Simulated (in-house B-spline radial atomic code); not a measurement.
**Ag: ionisation energy by several methods**

One table from this session's results is given with a row withheld; the runs are named, their logs left out.

The numbers are computed with in-house B-spline radial atomic code version 1 (scalar-relativistic (X2C), several functionals, spin-polarised; spherical all-electron atom at the radial basis limit), except any that are marked as measured or tabulated.

### The atom as given

```
element       : silver (Z = 47)
charge        : 0
electrons     : 47
configuration : [Kr] 4d10 5s1
nucleus       : Fermi, rms radius 4.545 fm
```

Outer shells as boxes (Hund's rule):

[Kr] 4d10 5s1
```
[Kr] core
4d [↑↓][↑↓][↑↓][↑↓][↑↓]
5s [↑ ]
```

Where spins are not typed, each open shell is filled with up spins first.

Set-up of the first run:

Input settings:

```ini
Z = 47
electrons = 47.0
configuration = [Kr] 4d10 5s1
hamiltonian = x2c
method = pw91,pw91
spin_polarised = True
nucleus = fermi
rms_radius = 4.5454
mass_number = 107
atomic_mass = 106.905091509
speed_of_light = 137.035999084
```

Steps of the session up to this table: PW91, a GGA; PBE0, a global hybrid; revTPSS, a meta-GGA; BP86, a GGA; B97-1, a global hybrid.

One table of the session follows, with a row left open; its other results are not shown here.

```
 method  ΔSCF (eV)
   PW91      8.015
   BP86      8.099
revTPSS          ?
   PBE0      7.628
  B97-1      7.494
```

Estimate the missing values for revTPSS.

**Answer.** ΔSCF (eV): 7.673. In the column «ΔSCF (eV)» it lies between PBE0 (7.628) and PW91 (8.015).
